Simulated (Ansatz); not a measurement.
# TaW2: the cost of one run

Computed with Ansatz 0.2.0 (DFT PBE, scalar-relativistic, plane waves, PAW, unless a step's input says otherwise).

2 further runs of the same task are left out: 1 that didn't finish, 1 set aside as unsound or not needed. Runs told in other sessions of the task aren't counted.

## (1) The structure to begin with

The structure is hexagonal, space group P6/mmm (No. 191). The conventional cell has a = 3.929 Å, b = 3.929 Å, c = 3.822 Å, α = 90.00°, β = 90.00°, γ = 120.00°. Around Ta (site symmetry 6/mmm) lie 12 W at 2.97 Å. Around W (site symmetry -6m2) lie 3 W at 2.27 Å.

Structure file:

```
Ta W
1.0
     3.92887    0.00000    0.00000
    -1.96444    3.40250    0.00000
     0.00000    0.00000    3.82246
Ta W
1 2
Direct
  0.00000 0.00000 0.00000
  0.33333 0.66667 0.50000
  0.66667 0.33333 0.50000
```

The cell is invented: species swapped into a database cell of TbGa2 (P6/mmm, No. 191), with Ta on the Tb sites and W on the Ga sites. The dimensions are guesses.

## (2) Probe: one point on a coarse mesh

input.yaml

```yaml
crystal:
  lattice:
    - [3.92887289, 0.0, 0.0]
    - [-1.96443645, 3.40250373, 0.0]
    - [0.0, 0.0, 3.82246023]
  atoms:
    - { symbol: Ta, position: [0.0, 0.0, 0.0] }
    - { symbol: W, position: [0.33333333, 0.66666667, 0.5] }
    - { symbol: W, position: [0.66666667, 0.33333333, 0.5] }
basis:
  ecutwfc: 420
kpoints:
  mp_grid: { grid: [6, 6, 4] }
hamiltonian:
  xc: pbe
scf:
  occupations: { method: gaussian, width: 0.1 }
  lower_state_search: "off"
output:
  forces: true
  stress: true
  eigenvalues: true
```

Launch:

```sh
$ ansatz run input.yaml --threads 1 --pin off --max-ram 2560MiB --backend cpu --events-out ev --progress --plain --runs-dir out
```

Q: Estimate wall time and peak memory on 1 thread of AMD EPYC (Zen 3), shared host.

About 3.6 s, with a peak of 0.34 GiB.
